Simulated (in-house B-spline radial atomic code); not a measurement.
**Zn²⁸⁺: ionisation energy by several methods**

Wanted: one ionisation energy, Zn²⁸⁺ to configuration 1s1, up the ladder of functionals.

Program: in-house B-spline radial atomic code version 1. Level of theory: Dirac-Coulomb, several functionals; spherical all-electron atom at the radial basis limit. These are calculated values, not measurements, unless marked.

### Step 1. What is computed

```
element       : zinc (Z = 30)
charge        : +28
electrons     : 2
configuration : 1s2
nucleus       : Fermi, rms radius 3.928 fm
```

### Step 2. OLYP

Settings of the run:

```ini
Z = 30
electrons = 2.0
configuration = 1s2
hamiltonian = dirac
method = optx,lyp
spin_polarised = False
nucleus = fermi
rms_radius = 3.9283
mass_number = 64
atomic_mass = 63.929141776
speed_of_light = 137.035999084
```

### Step 3. AM05

Settings: those of step 2 with these lines changed.

```diff
@@ -4,3 +4,3 @@
 hamiltonian = dirac
-method = optx,lyp
+method = am05
 spin_polarised = False
```

Q: The tabulated ionisation energy is 11864.9 ± 0.0014 eV (tabulated theoretical; NIST Atomic Spectra Database). What does each method give, and which comes nearest?

The runs gave:

| method | rung | total energy (hartree) | ΔSCF (eV) | with Breit, QED, recoil (eV) | −ε highest (eV) | corrected ΔSCF less tabulated (eV) |
| --- | --- | --- | --- | --- | --- | --- |
| OLYP | GGA | -892.0258 | 11920.5 | 11907.2 | 11692.0 (1s1/2) | +42.2 |
| AM05 | GGA | -890.2397 | 11897.9 | 11884.6 | 11669.9 (1s1/2) | +19.6 |

Against the tabulated ionisation energy, 11864.9 ± 0.0014 eV (tabulated theoretical; NIST Atomic Spectra Database), the best here is AM05 (+19.6 eV) and the worst OLYP (+42.2 eV, or 0.36 %). Open shells are averaged (over orientations, and over spins where the run is restricted), while tables refer to the lowest levels.

Members of this set that are not shown: 2 used exact exchange with fractional occupations of an open shell, which is unsound here.
